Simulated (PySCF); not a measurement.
# Co(OH)₃: relaxation and vibrations of the singlet, part 2 of 2

PySCF 2.14.0; PBE0, basis Co def2-TZVP, O def2-TZVP, H def2-TZVP, no relativity, density fitting. Earlier steps stand in the parts before.

### 4 Relaxing without the symmetry constraint

The geometry is nudged along the force that breaks the symmetry.

The program finds C3 symmetry in the start, which may break. The walk stops when the largest gradient is under 0.0003 Eh/bohr and the energy has settled too.

scf.py

```python
from pyscf import gto, scf, dft
mol = gto.M(atom='''
Co    -0.000000     0.000000    -0.009405
O      1.737139     0.066478     0.005826
O     -0.926141     1.471167     0.005856
O     -0.810998    -1.537645     0.005844
H      2.246698    -0.749621     0.090572
H     -0.474157     2.320507     0.090609
H     -1.772538    -1.570886     0.090606''',
    basis={'Co': 'def2-TZVP', 'O': 'def2-TZVP', 'H': 'def2-TZVP'},
    charge=0, spin=0)
mf = dft.RKS(mol, xc='PBE0')
mf.grids.atom_grid = (50, 194)
aux = {'Co': 'def2-universal-JKFIT', 'O': 'def2-universal-JKFIT', 'H': 'def2-universal-JKFIT'}
mf = mf.density_fit(auxbasis=aux)
mf.conv_tol = 1e-08
mf.diis_space = 10
mf.max_cycle = 60
mf.verbose = 4
mf.kernel()
```

Energy and gradient, step by step (not every step is listed):

```csv
step,energy (Eh),change (kJ/mol),largest gradient (Eh/bohr)
0,-1609.802700,0.00,0.02144
1,-1609.823744,-55.25,0.02583
2,-1609.832615,-78.54,0.02765
3,-1609.842320,-104.02,0.02192
4,-1609.844989,-111.03,0.04909
5,-1609.848762,-120.94,0.04476
6,-1609.850386,-125.20,0.03133
7,-1609.856939,-142.41,0.02015
8,-1609.855180,-137.79,0.03474
9,-1609.857922,-144.98,0.02359
10,-1609.860427,-151.56,0.01499
12,-1609.862456,-156.89,0.01081
14,-1609.863759,-160.31,0.00479
16,-1609.864669,-162.70,0.00250
18,-1609.866069,-166.38,0.01249
20,-1609.866404,-167.26,0.00445
22,-1609.866446,-167.37,0.00262
24,-1609.866487,-167.47,0.00201
25,-1609.866496,-167.50,0.00106
26,-1609.866500,-167.51,0.00058
27,-1609.866504,-167.52,0.00057
28,-1609.866506,-167.52,0.00031
29,-1609.866507,-167.52,0.00010
```

The walk took 1.9 min.

Geometry (Å) and forces (eV/Å) at some steps:

```
step 0
Co   0.000   0.000  -0.009  -0.004   0.007  -1.102
O    1.737   0.066   0.006   0.073  -0.223  -0.339
O   -0.926   1.471   0.006   0.156   0.168  -0.337
O   -0.811  -1.538   0.006  -0.226   0.051  -0.338
H    2.247  -0.750   0.091  -0.122   0.215   0.706
H   -0.474   2.321   0.091  -0.124  -0.215   0.705
H   -1.773  -1.571   0.091   0.247  -0.001   0.705
step 1
Co   0.000   0.000  -0.221   0.004  -0.002  -1.328
O    1.736   0.059  -0.064   0.242  -0.996   0.260
O   -0.919   1.474  -0.063   0.738   0.705   0.264
O   -0.817  -1.533  -0.064  -0.982   0.286   0.258
H    2.234  -0.740   0.231  -0.759   1.032   0.180
H   -0.477   2.305   0.231  -0.511  -1.167   0.183
H   -1.758  -1.565   0.231   1.267   0.142   0.183
step 15
Co   0.005   0.006  -0.734  -0.006   0.007   0.021
O    1.647  -0.077  -0.263   0.002  -0.129   0.052
O   -0.757   1.466  -0.271   0.080   0.022  -0.032
O   -0.879  -1.382  -0.263  -0.144   0.068   0.107
H    1.756  -0.497   0.599   0.079   0.103  -0.050
H   -0.486   1.764   0.605  -0.091   0.045   0.022
H   -1.286  -1.280   0.607   0.081  -0.116  -0.120
step 29
Co   0.000  -0.003  -0.660   0.000   0.005   0.000
O    1.644  -0.275  -0.308  -0.005   0.002   0.002
O   -0.582   1.559  -0.308   0.000   0.002  -0.003
O   -1.062  -1.288  -0.311   0.001  -0.004   0.003
H    1.885  -0.313   0.623   0.004  -0.002  -0.001
H   -0.659   1.792   0.623  -0.002  -0.003   0.001
H   -1.227  -1.473   0.620   0.003  -0.001  -0.001
```

End point (C3v, 29 steps, 167.5 kJ/mol gained): Co–O 1.703 Å (×3), O–H 0.963 Å (×3); Co–O–H 116.7° (×3), O–Co–O 115.9° (×3).

### 5 Hessian and properties

On the finer grid the gradient is checked again; gradients at displacements of ±0.02 bohr then give force constants and infrared intensities.

Changes to scf.py since step 4:

```diff
@@ -3,7 +3,7 @@
-Co    -0.000000     0.000000    -0.009405
-O      1.737139     0.066478     0.005826
-O     -0.926141     1.471167     0.005856
-O     -0.810998    -1.537645     0.005844
-H      2.246698    -0.749621     0.090572
-H     -0.474157     2.320507     0.090609
-H     -1.772538    -1.570886     0.090606''',
+Co     0.000103    -0.000066    -0.188346
+O      1.643487    -0.277997     0.163433
+O     -0.581075     1.562463     0.161573
+O     -1.062679    -1.284295     0.162306
+H      1.885194    -0.318649     1.094367
+H     -0.667204     1.793042     1.092233
+H     -1.219783    -1.473246     1.093074''',
@@ -13 +13 @@
-mf.grids.atom_grid = (50, 194)
+mf.grids.atom_grid = (75, 302)
@@ -16 +16 @@
-mf.conv_tol = 1e-08
+mf.conv_tol = 1e-10
```

This SCF starts from the last density.

Log of the central SCF (cycles and frontier levels):

```text
init E= -1609.86643496406
  HOMO = -0.292367932493555  LUMO = -0.103097566505351  gap/eV = 5.15031
cycle= 1 E= -1609.86643496403  delta_E= 3.68e-11  |g|= 1.88e-05  |ddm|= 8.45e-06
  HOMO = -0.292363687892764  LUMO = -0.103093053719322  gap/eV = 5.15032
cycle= 2 E= -1609.86643496329  delta_E= 7.32e-10  |g|= 8.27e-05  |ddm|= 3.2e-05
  HOMO = -0.292367135183468  LUMO = -0.103096765986976  gap/eV = 5.15031
cycle= 3 E= -1609.86643496407  delta_E= -7.72e-10  |g|= 5.06e-06  |ddm|= 2.58e-05
  HOMO = -0.292367127360401  LUMO = -0.103096691165586  gap/eV = 5.15031
cycle= 4 E= -1609.86643496408  delta_E= -1e-11  |g|= 3.81e-07  |ddm|= 2.49e-06
  HOMO = -0.292367160982555  LUMO = -0.103096707657295  gap/eV = 5.15031
Extra cycle  E= -1609.86643496409  delta_E= -9.09e-12  |g|= 4.62e-07  |ddm|= 1.32e-06
converged SCF energy = -1609.86643496409
```

The whole step took 75 s.

Geometry: C3v; Co–O 1.703 Å (×3), O–H 0.963 Å (×3); Co–O–H 116.7° (×3), O–Co–O 115.9° (×3).

Modes, for the most abundant isotopes:

| symmetry | ω (cm⁻¹) | IR (km/mol) |
| --- | --- | --- |
| e | 159 | 1.0 |
| a1 | 208 | 13.8 |
| a2 | 256 | 0.0 |
| e | 471 | 109 |
| a1 | 699 | 11.1 |
| e | 777 | 387 |
| e | 839 | 303 |
| a1 | 878 | 8.4 |
| e | 3845 | 122 |
| a1 | 3850 | 101 |

No imaginary mode, so this is a minimum.

Constants and moments:

```yaml
Dipole_moment: 3.08 D
Highest_occupied_level: -7.96 eV
Lowest_empty_level: -2.81 eV
Rotational_constants: 0.2129, 0.2129, 0.1167 cm⁻¹
Zero-point_energy: 108.1 kJ/mol
Principal_polarisabilities: 31.6, 45.4, 45.4 bohr³
Atomisation_energy_without_zero-point_energy: 2154 kJ/mol
Principal_traceless_quadrupole_moments_about_the_centre_of_mass: -4.92, -4.92, 9.83 D Å
Entropy_at_298.15_K_and_1_bar: 312.4 J/(mol K)
Heat_capacity_Cp_at_298.15_K: 91.5 J/(mol K)
Enthalpy_at_298.15_K_above_0_K: 18.45 kJ/mol
Rotational_symmetry_number: 3
```

Charges (e) and bond orders:

```json
{"atom": "Co1", "Mulliken": "0.89", "Löwdin": "0.20", "polar tensor": "1.41", "Mayer order to Co1": "–"}
{"atom": "O2,3,4", "Mulliken": "-0.61", "Löwdin": "-0.23", "polar tensor": "-0.72", "Mayer order to Co1": "1.04"}
{"atom": "H5,6,7", "Mulliken": "0.32", "Löwdin": "0.16", "polar tensor": "0.25", "Mayer order to Co1": "0.02"}
```

Mulliken populations on Co1: s 6.40, p 12.31, d 7.40, f 0.00.

### 6 A spin-polarised start

A stability analysis found the closed shell of the lowest minimum unstable towards spin polarisation, so the unrestricted solution is followed.

The program finds C3v symmetry in the start, which may break. The walk stops when the largest gradient is under 0.0003 Eh/bohr and the energy has settled too.

Changes to scf.py since step 5:

```diff
@@ -12,2 +12,2 @@
-mf = dft.RKS(mol, xc='PBE0')
-mf.grids.atom_grid = (75, 302)
+mf = dft.UKS(mol, xc='PBE0')
+mf.grids.atom_grid = (50, 194)
@@ -16 +16 @@
-mf.conv_tol = 1e-10
+mf.conv_tol = 1e-08
```

Energy and gradient, step by step:

```csv
step,energy (Eh),change (kJ/mol),largest gradient (Eh/bohr)
0,-1609.869952,0.00,0.00904
1,-1609.870727,-2.04,0.00230
2,-1609.871066,-2.93,0.00223
3,-1609.871136,-3.11,0.00211
4,-1609.871205,-3.29,0.00060
5,-1609.871209,-3.30,0.00059
6,-1609.871211,-3.31,0.00036
7,-1609.871212,-3.31,0.00008
```

The walk ran for 37 s (4 threads of Arm Neoverse V2, shared host).

Positions (Å) and forces (eV/Å) along the way:

```
step 0
Co   0.000   0.000  -0.188  -0.004   0.004   0.031
O    1.643  -0.278   0.163   0.465  -0.077   0.036
O   -0.581   1.562   0.162  -0.163   0.441   0.036
O   -1.063  -1.284   0.162  -0.298  -0.365   0.037
H    1.885  -0.319   1.094   0.023  -0.004  -0.046
H   -0.667   1.793   1.092  -0.008   0.020  -0.047
H   -1.220  -1.473   1.093  -0.015  -0.018  -0.047
step 1
Co   0.000   0.000  -0.162   0.000   0.001   0.104
O    1.661  -0.281   0.161   0.118  -0.019  -0.045
O   -0.587   1.579   0.159  -0.043   0.113  -0.045
O   -1.074  -1.298   0.160  -0.076  -0.094  -0.044
H    1.915  -0.324   1.088   0.045  -0.007   0.009
H   -0.678   1.821   1.086  -0.016   0.042   0.010
H   -1.239  -1.496   1.087  -0.029  -0.035   0.010
step 4
Co   0.000   0.000  -0.086   0.001  -0.003  -0.031
O    1.679  -0.284   0.157  -0.018   0.004   0.026
O   -0.593   1.596   0.156   0.007  -0.018   0.026
O   -1.086  -1.312   0.156   0.011   0.015   0.027
H    1.993  -0.335   1.066   0.011   0.000  -0.016
H   -0.705   1.894   1.064  -0.005   0.010  -0.016
H   -1.290  -1.556   1.065  -0.007  -0.009  -0.016
step 7
Co   0.001  -0.001  -0.085   0.001  -0.003  -0.004
O    1.679  -0.285   0.159   0.004   0.001  -0.001
O   -0.592   1.595   0.157  -0.002   0.003  -0.002
O   -1.087  -1.311   0.158  -0.002  -0.002  -0.001
H    2.000  -0.334   1.064   0.001   0.001   0.003
H   -0.708   1.899   1.063  -0.001   0.001   0.002
H   -1.295  -1.561   1.063  -0.001  -0.001   0.003
```

End point (C3v, 7 steps, 3.3 kJ/mol gained): Co–O 1.720 Å (×3), O–H 0.962 Å (×3); Co–O–H 117.9° (×3), O–Co–O 118.0° (×3).

### 7 Frequencies

The same treatment as at the point before.

Changes to scf.py since step 6:

```diff
@@ -3,7 +3,7 @@
-Co     0.000103    -0.000066    -0.188346
-O      1.643487    -0.277997     0.163433
-O     -0.581075     1.562463     0.161573
-O     -1.062679    -1.284295     0.162306
-H      1.885194    -0.318649     1.094367
-H     -0.667204     1.793042     1.092233
-H     -1.219783    -1.473246     1.093074''',
+Co     0.000088    -0.000072    -0.139297
+O      1.678608    -0.283945     0.106390
+O     -0.593452     1.595829     0.103981
+O     -1.085355    -1.311720     0.105182
+H      1.997499    -0.337522     1.012243
+H     -0.706947     1.899985     1.009376
+H     -1.292463    -1.560888     1.010805''',
@@ -13 +13 @@
-mf.grids.atom_grid = (50, 194)
+mf.grids.atom_grid = (75, 302)
@@ -16 +16 @@
-mf.conv_tol = 1e-08
+mf.conv_tol = 1e-10
```

SCF at the final geometry:

```text
init E= -1609.87112903674
[... the frontier-level lines of each cycle are left out ...]
cycle= 1 E= -1609.87112903658  delta_E= 1.61e-10  |g|= 2.57e-05  |ddm|= 1.35e-05
cycle= 2 E= -1609.87112903429  delta_E= 2.29e-09  |g|= 9.99e-05  |ddm|= 4.36e-05
cycle= 3 E= -1609.87112903669  delta_E= -2.4e-09  |g|= 1.52e-05  |ddm|= 3.43e-05
cycle= 4 E= -1609.87112903675  delta_E= -6.3e-11  |g|= 4.34e-07  |ddm|= 6.49e-06
Extra cycle  E= -1609.87112903676  delta_E= -1.18e-11  |g|= 5.91e-07  |ddm|= 1.38e-06
converged SCF energy = -1609.87112903676  <S^2> = 0.9640168  2S+1 = 2.2036486
```

The whole step took 3.7 min.

Geometry: C3v; Co–O 1.720 Å (×3), O–H 0.962 Å (×3); Co–O–H 117.9° (×3), O–Co–O 118.0° (×3).

Modes, for the most abundant isotopes:

```
ω (cm⁻¹)  IR (km/mol)
      29         14.6
      29         14.6
     171          9.4
     206          0.0
     400         89.5
     400         89.5
     646         10.3
     740          364
     740          364
     761          0.0
     761          0.0
     779         16.6
    3861         84.2
    3861         84.2
    3866          106
```

No imaginary mode, so this is a minimum.

Here the density breaks the symmetry of the frame, and no labels are given; pairs that should be degenerate can split.

Properties at this point:

```yaml
Dipole_moment: 3.29 D
Highest_occupied_level: -8.37 eV
Lowest_empty_level: -2.96 eV
Rotational_constants: 0.2094, 0.2094, 0.1113 cm⁻¹
Zero-point_energy: 103.2 kJ/mol
Principal_polarisabilities: 29.7, 47.8, 47.8 bohr³
Atomisation_energy_without_zero-point_energy: 2166 kJ/mol
Principal_traceless_quadrupole_moments_about_the_centre_of_mass: -4.21, -4.21, 8.42 D Å
Entropy_at_298.15_K_and_1_bar: 347.3 J/(mol K)
Heat_capacity_Cp_at_298.15_K: 96.8 J/(mol K)
Enthalpy_at_298.15_K_above_0_K: 20.77 kJ/mol
Rotational_symmetry_number: 3
Spin_squared_⟨S²⟩: 0.964
```

Charges (e) and bond orders:

| atom | Mulliken | Löwdin | polar tensor | spin (Mulliken) | Mayer order to Co1 |
| --- | --- | --- | --- | --- | --- |
| Co1 | 0.93 | 0.26 | 1.44 | 0.00 | – |
| O2,3,4 | -0.63 | -0.25 | -0.75 | 0.00 | 1.04 |
| H5,6,7 | 0.32 | 0.16 | 0.27 | 0.00 | 0.02 |

Outer orbital energies (eV). α occupied: -11.45, -10.43, -10.17, -10.17, -8.74, -8.54, -8.37, -8.37; empty: -2.96, -2.96, -0.12, 1.75. β occupied: -11.45, -10.42, -10.17, -10.17, -8.74, -8.54, -8.37, -8.37; empty: -2.96, -2.96, -0.12, 1.75.

Mulliken populations on Co1: s 6.41, p 12.32, d 7.34, f 0.00.

### 8 The points found, side by side

| spin | group | bonds | imaginary modes (cm⁻¹) | ΔE (kJ/mol) | with zero-point energy |
| --- | --- | --- | --- | --- | --- |
| broken-symmetry (Ms = 0) | C3v (density of lower symmetry) | Co–O 1.720 Å (×3), O–H 0.962 Å (×3) | none | 0.0 | 0.0 |
| singlet | C3v | Co–O 1.703 Å (×3), O–H 0.963 Å (×3) | none | 12.3 | 17.2 |

### 9 Results

This closing draws on all 2 parts.

| quantity | value |
| --- | --- |
| minimum | broken-symmetry (Ms = 0), C3v |
| geometry | Co–O 1.720 Å (×3), O–H 0.962 Å (×3); Co–O–H 117.9° (×3), O–Co–O 118.0° (×3) |
| wavenumbers (cm⁻¹) | 29, 29, 171, 206, 400, 400, 646, 740, 740, 761, 761, 779, 3861, 3861, 3866 |
| dipole moment | 3.29 D |
| highest occupied, lowest empty level (either spin) | -8.37, -2.96 eV |
| polar-tensor charge of Co1 | +1.44 e |
| zero-point energy | 103.2 kJ/mol |
| entropy at 298.15 K | 347.3 J/(mol K) |
| atomisation energy (no zero-point energy) | 2166 kJ/mol |
| ⟨S²⟩ | 0.964 |

**Reading.** The trigonal planar start (C3h) ends in a minimum of C3v symmetry. The determinant is spin-contaminated (⟨S²⟩ = 0.96 against 0.00), so it is no pure spin state. In the infrared the band at 740 cm⁻¹ leads. The first SCF alone would have been 65 kJ/mol too high. Other starts or spin states, not run here, may lie lower. The SCF density has lower symmetry than the nuclear frame.

The search up to here took 10 min.
